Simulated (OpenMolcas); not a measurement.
# Os⁴⁺ among point charges: CASSCF and CASPT2 levels and susceptibility, part 2 of 2

Aim: the splitting of the states of Os⁴⁺ in the field of 6 point charges, its lowest levels with spin-orbit coupling and its magnetic susceptibility.

OpenMolcas 26.06; ANO-RCC-VDZP, DKH2, active space 4 electrons in 5 orbitals (5d), orbitals: per spin and parity. Surroundings: 6 point charges of -0.98 e arranged as an octahedron (Oh), 1.93 Å from the ion. Earlier steps stand in the parts before.

## (7) CASPT2: IPEA 0.25, imaginary shift 0.1 (closed shells correlated: 5s 5p)

Input file a.inp:

```
>>> COPY JOB001 $Project.JobIph
&CASPT2
Multistate=5 1 2 3 4 5
NoMult
Frozen=14 16
IPEA=0.25
Imaginary=0.1
MaxIter=60
WThr=0.0 0.3 0.05
PrWF=0.5
NoMix
>>> COPY JOB002 $Project.JobIph
&CASPT2
Multistate=45 1 2 3 4 5 6 7 8 9 10 11 12 13 14 15 16 17 18 19 20 21 22
23 24 25 26 27 28 29 30 31 32 33 34 35 36 37 38 39 40 41 42 43 44 45
NoMult
Frozen=14 16
IPEA=0.25
Imaginary=0.1
MaxIter=60
WThr=0.0 0.3 0.05
PrWF=0.5
NoMix
>>> COPY JOB003 $Project.JobIph
&CASPT2
Multistate=50 1 2 3 4 5 6 7 8 9 10 11 12 13 14 15 16 17 18 19 20 21 22
23 24 25 26 27 28 29 30 31 32 33 34 35 36 37 38 39 40 41 42 43 44 45 46
47 48 49 50
NoMult
Frozen=14 16
IPEA=0.25
Imaginary=0.1
MaxIter=60
WThr=0.0 0.3 0.05
PrWF=0.5
NoMix
```

Log:

```text
Orbital specifications:
      -----------------------

      Symmetry species                           1   2
                                                ag  au
      Frozen orbitals                           14  16
      Inactive orbitals                          1   3
      Active orbitals                            5   0
      Secondary orbitals                        16  13
      Deleted orbitals                           0   0
      Number of basis functions                 36  32
Type of calculation                        SS-CASPT2
      Fock operator                              state-specific
      IPEA shift                                 0.25
      Real shift                                 0.00
      Imaginary shift                            0.10
      The input orbitals will be transformed to quasi-canonical
Reference energy:      -17240.7439489994
      E2 (Non-variational):      -0.1859989197
      Shift correction:          -0.0000614922
      E2 (Variational):          -0.1860604119
      Total energy:          -17240.9300094113
      Residual norm:              0.0000000461
      Reference weight:           0.96902
      Contributions to the CASPT2 correlation energy
      Active & Virtual Only:         -0.0214602437
      One Inactive Excited:          -0.0911301345
      Two Inactive Excited:          -0.0734085415
Reference energy:      -17240.7439489994
      E2 (Non-variational):      -0.1860233830
      Shift correction:          -0.0000615327
      E2 (Variational):          -0.1860849157
      Total energy:          -17240.9300339150
      Residual norm:              0.0000000812
      Reference weight:           0.96901
      Contributions to the CASPT2 correlation energy
      Active & Virtual Only:         -0.0214602302
      One Inactive Excited:          -0.0911550484
      Two Inactive Excited:          -0.0734081044
::    CASPT2 Root  1     Total energy: -17240.93000941
::    CASPT2 Root  2     Total energy: -17240.93003392
::    CASPT2 Root  3     Total energy: -17240.89983164
::    CASPT2 Root  4     Total energy: -17240.89983162
::    CASPT2 Root  5     Total energy: -17240.89923459
Orbital specifications:
      -----------------------

      Symmetry species                           1   2
                                                ag  au
      Frozen orbitals                           14  16
      Inactive orbitals                          1   3
      Active orbitals                            5   0
      Secondary orbitals                        16  13
      Deleted orbitals                           0   0
      Number of basis functions                 36  32
Type of calculation                        SS-CASPT2
      Fock operator                              state-specific
      IPEA shift                                 0.25
      Real shift                                 0.00
      Imaginary shift                            0.10
      The input orbitals will be transformed to quasi-canonical
Reference energy:      -17240.6833939791
      E2 (Non-variational):      -0.1896807413
      Shift correction:          -0.0000726581
      E2 (Variational):          -0.1897533994
      Total energy:          -17240.8731473785
      Residual norm:              0.0000005021
      Reference weight:           0.96772
      Contributions to the CASPT2 correlation energy
      Active & Virtual Only:         -0.0244347642
      One Inactive Excited:          -0.0911211252
      Two Inactive Excited:          -0.0741248520
Reference energy:      -17240.6833939791
      E2 (Non-variational):      -0.1896287293
      Shift correction:          -0.0000730585
      E2 (Variational):          -0.1897017878
      Total energy:          -17240.8730957669
      Residual norm:              0.0000005317
      Reference weight:           0.96772
      Contributions to the CASPT2 correlation energy
      Active & Virtual Only:         -0.0244304103
      One Inactive Excited:          -0.0910764674
      Two Inactive Excited:          -0.0741218515
::    CASPT2 Root  1     Total energy: -17240.87314738
::    CASPT2 Root  2     Total energy: -17240.87309577
::    CASPT2 Root  3     Total energy: -17240.87309484
::    CASPT2 Root  4     Total energy: -17240.85103850
::    CASPT2 Root  5     Total energy: -17240.85083631
::    CASPT2 Root  6     Total energy: -17240.85072594
::    CASPT2 Root  7     Total energy: -17240.85025811
::    CASPT2 Root  8     Total energy: -17240.85046503
::    CASPT2 Root  9     Total energy: -17240.84763709
::    CASPT2 Root 10     Total energy: -17240.84739989
::    CASPT2 Root 11     Total energy: -17240.84742240
::    CASPT2 Root 12     Total energy: -17240.84295139
::    CASPT2 Root 13     Total energy: -17240.83885049
::    CASPT2 Root 14     Total energy: -17240.82744994
::    CASPT2 Root 15     Total energy: -17240.82771223
::    CASPT2 Root 16     Total energy: -17240.82195389
::    CASPT2 Root 17     Total energy: -17240.82196894
::    CASPT2 Root 18     Total energy: -17240.82184416
::    CASPT2 Root 19     Total energy: -17240.81817794
::    CASPT2 Root 20     Total energy: -17240.81809535
::    CASPT2 Root 21     Total energy: -17240.81812221
::    CASPT2 Root 22     Total energy: -17240.81588122
::    CASPT2 Root 23     Total energy: -17240.81625034
::    CASPT2 Root 24     Total energy: -17240.81525813
::    CASPT2 Root 25     Total energy: -17240.79936033
::    CASPT2 Root 26     Total energy: -17240.79934093
::    CASPT2 Root 27     Total energy: -17240.79935694
::    CASPT2 Root 28     Total energy: -17240.79953170
::    CASPT2 Root 29     Total energy: -17240.79957562
::    CASPT2 Root 30     Total energy: -17240.79307391
Orbital specifications:
      -----------------------

      Symmetry species                           1   2
                                                ag  au
      Frozen orbitals                           14  16
      Inactive orbitals                          1   3
      Active orbitals                            5   0
      Secondary orbitals                        16  13
      Deleted orbitals                           0   0
      Number of basis functions                 36  32
Type of calculation                        SS-CASPT2
      Fock operator                              state-specific
      IPEA shift                                 0.25
      Real shift                                 0.00
      Imaginary shift                            0.10
      The input orbitals will be transformed to quasi-canonical
Reference energy:      -17240.6421749353
      E2 (Non-variational):      -0.1921068987
      Shift correction:          -0.0000706708
      E2 (Variational):          -0.1921775696
      Total energy:          -17240.8343525049
      Residual norm:              0.0000003794
      Reference weight:           0.96737
      Contributions to the CASPT2 correlation energy
      Active & Virtual Only:         -0.0247635994
      One Inactive Excited:          -0.0932045533
      Two Inactive Excited:          -0.0741387460
Reference energy:      -17240.6421749353
      E2 (Non-variational):      -0.1920675010
      Shift correction:          -0.0000705057
      E2 (Variational):          -0.1921380067
      Total energy:          -17240.8343129420
      Residual norm:              0.0000003735
      Reference weight:           0.96739
      Contributions to the CASPT2 correlation energy
      Active & Virtual Only:         -0.0247436059
      One Inactive Excited:          -0.0931972726
      Two Inactive Excited:          -0.0741266225
::    CASPT2 Root  1     Total energy: -17240.83435250
::    CASPT2 Root  2     Total energy: -17240.83431294
::    CASPT2 Root  3     Total energy: -17240.83439653
::    CASPT2 Root  4     Total energy: -17240.83124409
::    CASPT2 Root  5     Total energy: -17240.83103565
::    CASPT2 Root  6     Total energy: -17240.81833028
::    CASPT2 Root  7     Total energy: -17240.81174057
::    CASPT2 Root  8     Total energy: -17240.81207573
::    CASPT2 Root  9     Total energy: -17240.81229201
::    CASPT2 Root 10     Total energy: -17240.81233483
::    CASPT2 Root 11     Total energy: -17240.80682838
::    CASPT2 Root 12     Total energy: -17240.80672376
::    CASPT2 Root 13     Total energy: -17240.80676927
::    CASPT2 Root 14     Total energy: -17240.79869290
::    CASPT2 Root 15     Total energy: -17240.79821885
::    CASPT2 Root 16     Total energy: -17240.78197739
::    CASPT2 Root 17     Total energy: -17240.78194707
::    CASPT2 Root 18     Total energy: -17240.78196949
::    CASPT2 Root 19     Total energy: -17240.77929647
::    CASPT2 Root 20     Total energy: -17240.77930462
::    CASPT2 Root 21     Total energy: -17240.77666328
::    CASPT2 Root 22     Total energy: -17240.76125572
::    CASPT2 Root 23     Total energy: -17240.76156991
::    CASPT2 Root 24     Total energy: -17240.76161746
::    CASPT2 Root 25     Total energy: -17240.76268250
::    CASPT2 Root 26     Total energy: -17240.76269329
::    CASPT2 Root 27     Total energy: -17240.76323883
::    CASPT2 Root 28     Total energy: -17240.74996008
::    CASPT2 Root 29     Total energy: -17240.74996588
::    CASPT2 Root 30     Total energy: -17240.75041449
```

This run: 8.7 s of run time, 1 thread of Arm Neoverse V2, shared host.

SS-CASPT2: lowest energy less the reference's lowest, -0.1861 hartree; reference weights 0.954 to 0.969.

Spin-free states, with their symmetry labels:

| state | degeneracy | E (cm-1) | free-ion L (%) |
| --- | --- | --- | --- |
| 5E | 2 | 0 | D (100) |
| 5T2 | 3 | 6670 | D (100) |
| 3T1 | 3 | 12490 | H (54) |
| 3E | 2 | 17357 | H (93) |
| 3T1 | 3 | 17457 | H (44) |
| 3T2 | 3 | 18114 | F (48) |
| 3A2 | 1 | 19110 | F (100) |
| 3A1 | 1 | 20010 | G (100) |
| 1T2 | 3 | 20997 | G (48) |
| 1E | 2 | 21702 | I (80) |
| 3E | 2 | 22483 | G (76) |
| 3T1 | 3 | 23725 | H (69) |
| 1A1 | 1 | 24513 | G (42) |
| 3T2 | 3 | 24557 | H (47) |
| 3T1 | 3 | 25070 | G (46) |
| 1T2 | 3 | 25851 | I (59) |
| 1A2 | 1 | 25960 | I (97) |
| 1T1 | 3 | 27050 | I (51) |
| 3E | 2 | 28634 | D (78) |
| 3T2 | 3 | 28679 | G (73) |
| 1E | 2 | 28875 | G (56) |
| 3T2 | 3 | 29707 | D (90) |
| 3T1 | 3 | 30079 | F (38) |
| 1T2 | 3 | 32495 | I (87) |

With spin-orbit coupling:

```tsv
E (cm-1)	Degeneracy	Label	2S+1
0	1	A1	5
4770	3	T1	5
7880	2	E	5
8780	3	T2	5
10080	1	A2	5
13860	3	T2	5
14510	3	T1	5
15260	1	A1	5
15550	2	E	5
16080	3	T2	5
16260	3	T1	5
17880	1	A1	3
20770	3	T2	3
20980	2	E	3
21720	3	T1	3
23990	3	T1	3
25710	3	T2	3
26680	3	T2	3
26930	3	T1	3
27020	1	A1	3
27160	2	E	3
28460	3	T1	3
28930	2	E	3
29800	1	A2	3
```

Powder χT (cm³ K/mol): 0.00 at 2 K, 0.00 at 5 K, 0.00 at 10 K, 0.00 at 20 K, 0.01 at 50 K, 0.02 at 100 K, 0.03 at 150 K, 0.04 at 200 K, 0.06 at 250 K, 0.07 at 300 K.

A ligand-field fit to the states below 45000 cm-1 gives 10Dq = 6869 cm-1, B = 711 cm-1 and C = 3362 cm-1 (C/B = 4.73), with a deviation of 390 cm-1.

## (8) The methods side by side

A. CASSCF
B. SS-CASPT2, IPEA 0.25, imaginary shift 0.1 (closed shells correlated: 5s 5p)

```csv
method,ground state,first state of that spin (cm-1),first gap with spin-orbit (cm-1),χT at 300 K
A,5E,5T2 6598,4458.7,0.07
B,5E,5T2 6670,4774.2,0.07
```

## (9) Outcome

The summary covers parts 1 to 2.

| quantity | value |
| --- | --- |
| method | SS-CASPT2, IPEA 0.25, imaginary shift 0.1 (closed shells correlated: 5s 5p) |
| spin-free ground state | 5E, 2-fold in its orbital part |
| first state of the same spin within the active space | 5T2 at 6670 cm⁻¹ |
| lowest level | 1-fold A1 |
| next level | 4774.2 cm⁻¹ |
| χT at 300 K | 0.07 cm³ K/mol |
| effective moment at 300 K | 0.73 μB |

Cost by method:

| method | time of its own steps | time with the reference |
| --- | --- | --- |
| A. CASSCF | 21 s | 21 s |
| B. SS-CASPT2, IPEA 0.25, imaginary shift 0.1, +5s 5p | 8.7 s | 30 s |

Times are of one thread on a shared host.

What this shows: The spin-free ground state (5E) comes to 100 % from free-ion D terms and keeps the highest spin of the shell. χT at 300 K is 0.07, against 3.01 cm³ K/mol for the spin alone, so spin-orbit coupling lowers it. An active space of the d shell alone favours high spin; real ions in strong fields can be low spin. A ligand-field fit to the states below 45000 cm-1 gives 10Dq = 6869 cm-1, B = 711 cm-1 and C = 3362 cm-1 (C/B = 4.73), with a deviation of 390 cm-1. CASPT2 does not keep the components of a term degenerate, and the means are used. An orbital doublet at a regular site is open to a Jahn-Teller distortion, which this geometry leaves out. The field of point charges can differ much from that of real complexes. With metal d orbitals alone active, the gaps between spin states are rough; where two lie within a few thousand cm-1, their order is open. This is an electrostatic model: the charges have no orbitals.
